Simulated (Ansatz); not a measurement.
The system is Ta3AsAu2O13.

```
CELL_PARAMETERS angstrom
5.24237 3.02668 4.14273
-5.24237 3.02668 4.14273
0.00000 -6.05337 4.14273
ATOMIC_POSITIONS crystal
Ta 0.23108 0.57229 0.23108
Ta 0.23108 0.23108 0.57229
Ta 0.57229 0.23108 0.23108
As 0.55878 0.55878 0.55878
Au 0.96559 0.96559 0.96559
Au 0.75105 0.75105 0.75105
O 0.40884 0.66762 0.40884
O 0.40884 0.40884 0.66762
O 0.66762 0.40884 0.40884
O 0.49726 0.01313 0.36024
O 0.36024 0.49726 0.01313
O 0.01313 0.36024 0.49726
O 0.36024 0.01313 0.49726
O 0.01313 0.49726 0.36024
O 0.49726 0.36024 0.01313
O 0.10963 0.74806 0.10963
O 0.10963 0.10963 0.74806
O 0.74806 0.10963 0.10963
O 0.30840 0.30840 0.30840
```

The cell was built by a generator and needn't be a form met in nature.

```yaml
Program: Ansatz 0.2.0
Task: relaxation of cell and atoms
Functional: PBEsol
Potentials_or_basis: Ansatz PAW
Cutoff: "420 eV (not typed: the program's choice for these potentials)"
k_mesh: 3 × 3 × 3
Occupations: fermi-dirac, width 0.05 eV
Spin: no spin polarisation
```

At the start: volume 20.76 Å³/atom.

Question: How do energy, volume and symmetry change on relaxing?

Answer: It ends after 8 steps and the volume is 19.88 Å³/atom (-4.2 %); space group R3m (No. 160, to 0.05 Å).

The path:
```
step  energy change (eV)  largest force (eV/Å)  volume (Å³)
   1              0.0000                0.3877       394.40
   2             -0.1515                0.4711       377.45
   3             -0.1658                0.1517       379.39
   4             -0.1688                0.0613       379.11
   5             -0.1693                0.0120       379.05
   6             -0.1326                0.0118       379.05
   7             -0.1375                0.0077       377.64
   8             -0.1333                0.0078       377.64
```

Final structure:
```yaml
crystal:
  lattice:
    - [5.18031, 2.99085, 4.06236]
    - [-5.18031, 2.99085, 4.06236]
    - [0.00000, -5.98170, 4.06236]
  atoms:
    - { symbol: Ta, position: [0.23053, 0.57293, 0.23053] }
    - { symbol: Ta, position: [0.23053, 0.23053, 0.57293] }
    - { symbol: Ta, position: [0.57293, 0.23053, 0.23053] }
    - { symbol: As, position: [0.56161, 0.56161, 0.56161] }
    - { symbol: Au, position: [0.96779, 0.96779, 0.96779] }
    - { symbol: Au, position: [0.75413, 0.75413, 0.75413] }
    - { symbol: O, position: [0.41019, 0.66933, 0.41019] }
    - { symbol: O, position: [0.41019, 0.41019, 0.66933] }
    - { symbol: O, position: [0.66933, 0.41019, 0.41019] }
    - { symbol: O, position: [0.49557, 0.01128, 0.35879] }
    - { symbol: O, position: [0.35879, 0.49557, 0.01128] }
    - { symbol: O, position: [0.01128, 0.35879, 0.49557] }
    - { symbol: O, position: [0.35879, 0.01128, 0.49557] }
    - { symbol: O, position: [0.01128, 0.49557, 0.35879] }
    - { symbol: O, position: [0.49557, 0.35879, 0.01128] }
    - { symbol: O, position: [0.10784, 0.74985, 0.10784] }
    - { symbol: O, position: [0.10784, 0.10784, 0.74985] }
    - { symbol: O, position: [0.74985, 0.10784, 0.10784] }
    - { symbol: O, position: [0.30810, 0.30810, 0.30810] }
```

Caveat: the plane-wave basis is chosen anew once the cell has moved, so the energies of steps on either side of that aren't comparable; the pressure holds a Pulay correction of +0.5 GPa for the finite cutoff; the PAW data sets come from PBE, with cores solved anew for the run's functional, which leaves a small shift of forces and pressure.
